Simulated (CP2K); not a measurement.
## Cd3Se under changes of volume

One of the cells (25.356 Å³/atom); the others are scaled copies at fixed shape and fractional positions:

```xyz
4
Lattice="6.7367 0.0000 0.0000 4.2634 5.2160 0.0000 -5.5001 -2.6080 2.8863" Properties=species:S:1:pos:R:3 pbc="T T T"
Cd    5.5001    2.6080    0.0000
Cd    2.1317    2.6080    1.4432
Cd    3.3684    0.0000    1.4432
Se    0.0000    0.0000    0.0000
```

The cell comes from a database or a generator and needn't be the stable form of this composition.

| Property | Result |
| --- | --- |
| Program | CP2K 2026.2 |
| Functional | PBEsol |
| Potentials or basis | POTENTIAL_UZH Cd GTH-PBE-q12, Se GTH-PBE-q6; TZVP-MOLOPT-PBE-GTH basis |
| Density cutoff | 6123 eV |
| k mesh | 9 × 9 × 9 |
| Occupations | fermi-dirac, width 0.05 eV |
| Spin | no spin polarisation |

| volume (Å³/atom) | energy over the lowest point (meV/atom) | pressure (GPa) |
| --- | --- | --- |
| 23.834 | 0.00 | -0.8 |
| 24.341 | 3.97 | -1.7 |
| 24.849 | 10.76 | -2.5 |
| 25.356 | 19.96 | -3.2 |
| 25.863 | 31.27 | -3.9 |
| 26.370 | ? | ? |
| 26.877 | 59.12 | -4.9 |

Question: What does the run at 26.370 Å³/atom give?

Answer: Energy over the lowest point 44.40 meV/atom; pressure -4.4 GPa.

Worked out: A Birch-Murnaghan fit of order 3 (a polynomial in V^(-2/3)) to the other rows has its minimum at 23.47 Å³/atom, just outside them, with B0 = V·E''(V) = 52 GPa and B' = 5.4 at fixed shape and positions, which overstates the stiffness. It gives 44.41 meV/atom at 26.370 Å³/atom, against the run's 44.40, and -dE/dV = -4.4 GPa, against -4.4.

Energies are extrapolated to zero smearing.

Caveats: the potentials were made for another functional, which shifts forces and pressure; the basis of atomic orbitals isn't converged, which shifts pressures, moduli and gaps.
